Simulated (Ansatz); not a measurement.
# C3H5Si (charge -1): geometry optimisation in Python

What geometry does C3H5Si (charge -1) take? A script is to give a geometry optimisation; the system is C3H5Si (charge -1). SMILES: [C-]#CC[SiH3].

Computed with the Python package of Ansatz 0.2.0. Level of theory: CAM-B3LYP/def2-SVP.

### Step 1. The structure

Bond lengths: C1–C2 1.541 Å, C2–C3 1.466 Å, C3–Si4 1.854 Å, C3–H5 1.096 Å, C3–H6 1.096 Å, Si4–H7 1.485 Å, Si4–H8 1.486 Å, Si4–H9 1.485 Å. Angles: C1–C2–C3 179.2°, C2–C3–Si4 112.5°, C2–C3–H5 109.3°, C2–C3–H6 109.3°, Si4–C3–H5 109.5°, Si4–C3–H6 109.5°, H5–C3–H6 106.6°, C3–Si4–H7 111.0°, C3–Si4–H8 109.7°, C3–Si4–H9 111.0°, H7–Si4–H8 107.9°, H7–Si4–H9 109.3°, H8–Si4–H9 107.9°.

No structure file is read: the coordinates are typed or built in the script.

### Step 2. Script

c3h5si.py

```python
import itertools

import ansatz
from ase.data import atomic_numbers, covalent_radii
import numpy as np

geometry_ang = [
    ("C", (2.8817, 1.0039, 0.4731)),
    ("C", (1.6219, 0.1572, 0.2063)),
    ("C", (0.4356, -0.6649, -0.0485)),
    ("Si", (-1.1267, 0.3322, -0.0784)),
    ("H", (0.5547, -1.1859, -1.0049)),
    ("H", (0.3596, -1.4398, 0.7222)),
    ("H", (-1.3552, 1.0037, 1.2263)),
    ("H", (-2.2853, -0.5602, -0.3405)),
    ("H", (-1.0861, 1.3538, -1.1555)),
]
molecule = ansatz.Crystal.molecule()
for symbol, xyz in geometry_ang:
    molecule = molecule.atom(symbol, xyz)

job = molecule.calculation()
job = job.basis(gaussian="def2-SVP")
job = job.functional("cam_b3lyp")
job = job.charge(-1)
symbols = [site.symbol for site in molecule.cartesian_sites]
start = np.array([site.position_ang for site in molecule.cartesian_sites], dtype=float)
rep = job.relax(force_tolerance=0.005).run().report
end = np.array(rep["positions_ang"])

print(f"E = {rep['free_energy_ev']:.6f} eV = {rep['free_energy_ev'] / 27.211386246:.7f} Ha")
print("converged:", rep["converged"], " doubts:", rep["published_state_doubts"] or "none")

radius = [covalent_radii[atomic_numbers[s]] for s in symbols]
span = lambda where, i, j: np.linalg.norm(where[i] - where[j])
bonded = [(i, j) for i, j in itertools.combinations(range(len(symbols)), 2) if min(span(start, i, j), span(end, i, j)) < 1.2 * (radius[i] + radius[j])]
print("pair        before    after (A)")
for i, j in bonded:
    print(f"{symbols[i]}{i}-{symbols[j]}{j}".ljust(10), f"{span(start, i, j):8.4f} {span(end, i, j):8.4f}")
for first, second in list(itertools.combinations(bonded, 2)):
    shared = set(first) & set(second)
    if shared and symbols[(j := shared.pop())] != "H":
        i, k = sorted((set(first) | set(second)) - {j})
        u, v = end[i] - end[j], end[k] - end[j]
        angle = np.degrees(np.arccos(np.clip(u @ v / np.linalg.norm(u) / np.linalg.norm(v), -1, 1)))
        print(f"final angle {symbols[i]}{i}-{symbols[j]}{j}-{symbols[k]}{k}: {angle:.2f} deg")
```

### Step 3. The input behind the calls

The package turns the script's settings into the engine's input:

```yaml
crystal:
  periodic: [false, false, false]
  atoms:
    - { symbol: C, position_ang: [2.8817, 1.0039, 0.4731] }
    - { symbol: C, position_ang: [1.6219, 0.1572, 0.2063] }
    - { symbol: C, position_ang: [0.4356, -0.6649, -0.0485] }
    - { symbol: Si, position_ang: [-1.1267, 0.3322, -0.0784] }
    - { symbol: H, position_ang: [0.5547, -1.1859, -1.0049] }
    - { symbol: H, position_ang: [0.3596, -1.4398, 0.7222] }
    - { symbol: H, position_ang: [-1.3552, 1.0037, 1.2263] }
    - { symbol: H, position_ang: [-2.2853, -0.5602, -0.3405] }
    - { symbol: H, position_ang: [-1.0861, 1.3538, -1.1555] }
basis:
  gaussian:
    orbitals: def2-SVP
hamiltonian:
  xc: cam_b3lyp
total_charge: -1.0
relax:
  f_tol: 0.005
```

### Step 4. Running it

The run is started by

```sh
$ python c3h5si.py
```

Without the output at hand: what should come out? Wanted: total energy; moves of the relaxation; energy gained; last largest force component.

The runs gave:

```
                    quantity           value
                total energy  -11060.6034 eV
     moves of the relaxation               9
               energy gained        2.416 eV
last largest force component     0.0035 eV/Å
```

What this shows: The relaxation took 9 moves; the largest shift is 0.376 Å, of atom 1 (C). Caveats:
- The end point is the stationary point reached from this start; no frequency run checks that it is a minimum, and the basis set is modest.
- Anions want diffuse functions, which this basis lacks.
